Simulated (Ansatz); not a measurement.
Crystal: HfGe.

```xyz
2
Lattice="3.2197 0.0000 0.0000 0.0000 3.2197 0.0000 0.0000 0.0000 4.1084" Properties=species:S:1:pos:R:3 pbc="T T T"
Hf    1.6098    1.6098    0.0000
Ge    0.0000    0.0000    0.0000
```

The cell was built by a generator and needn't be a form met in nature.

| Quantity | Value |
| --- | --- |
| Program | Ansatz 0.2.0 |
| Task | relaxation of cell and atoms |
| Functional | PBEsol0 |
| Potentials or basis | Ansatz PAW |
| Cutoff | 420 eV (not typed: the program's choice for these potentials) |
| k mesh | 4 × 4 × 4 |
| Occupations | fermi-dirac, width 0.05 eV |
| Spin | no spin polarisation |

At the start: volume 21.29 Å³/atom.

Where does the relaxation end?

It ends after 14 steps and the volume is 22.34 Å³/atom (+4.9 %); space group P4/mmm (No. 123, to 0.05 Å).

Step by step:
```tsv
step	energy change (eV)	largest force (eV/Å)	volume (Å³)
1	0.0000	0.0000	42.59
2	-1.7204	0.0000	46.85
3	-2.5229	0.0000	52.07
4	-2.6721	0.0000	55.95
5	-2.8154	0.0000	52.75
6	-3.0301	0.0000	50.70
7	-3.2330	0.0000	48.39
8	-3.3602	0.0000	45.61
9	-3.3748	0.0000	44.33
10	-3.3748	0.0000	44.34
11	-3.4016	0.0000	44.34
12	-3.4027	0.0000	44.64
13	-3.4027	0.0000	44.67
14	-3.4029	0.0000	44.67
```

Final structure:
```
CELL_PARAMETERS angstrom
3.72033 0.00000 0.00000
0.00000 3.72033 0.00000
0.00000 0.00000 3.22752
ATOMIC_POSITIONS crystal
Hf 0.50000 0.50000 0.00000
Ge 0.00000 0.00000 0.00000
```

Caveat: the k mesh is coarse (spacing up to 0.49 Å⁻¹), so the values aren't converged, least of all with exact exchange; the plane-wave basis is chosen anew once the cell has moved, so the energies of steps on either side of that aren't comparable; the PAW data sets come from PBE, with cores solved anew for the run's functional, which leaves a small shift of forces and pressure.
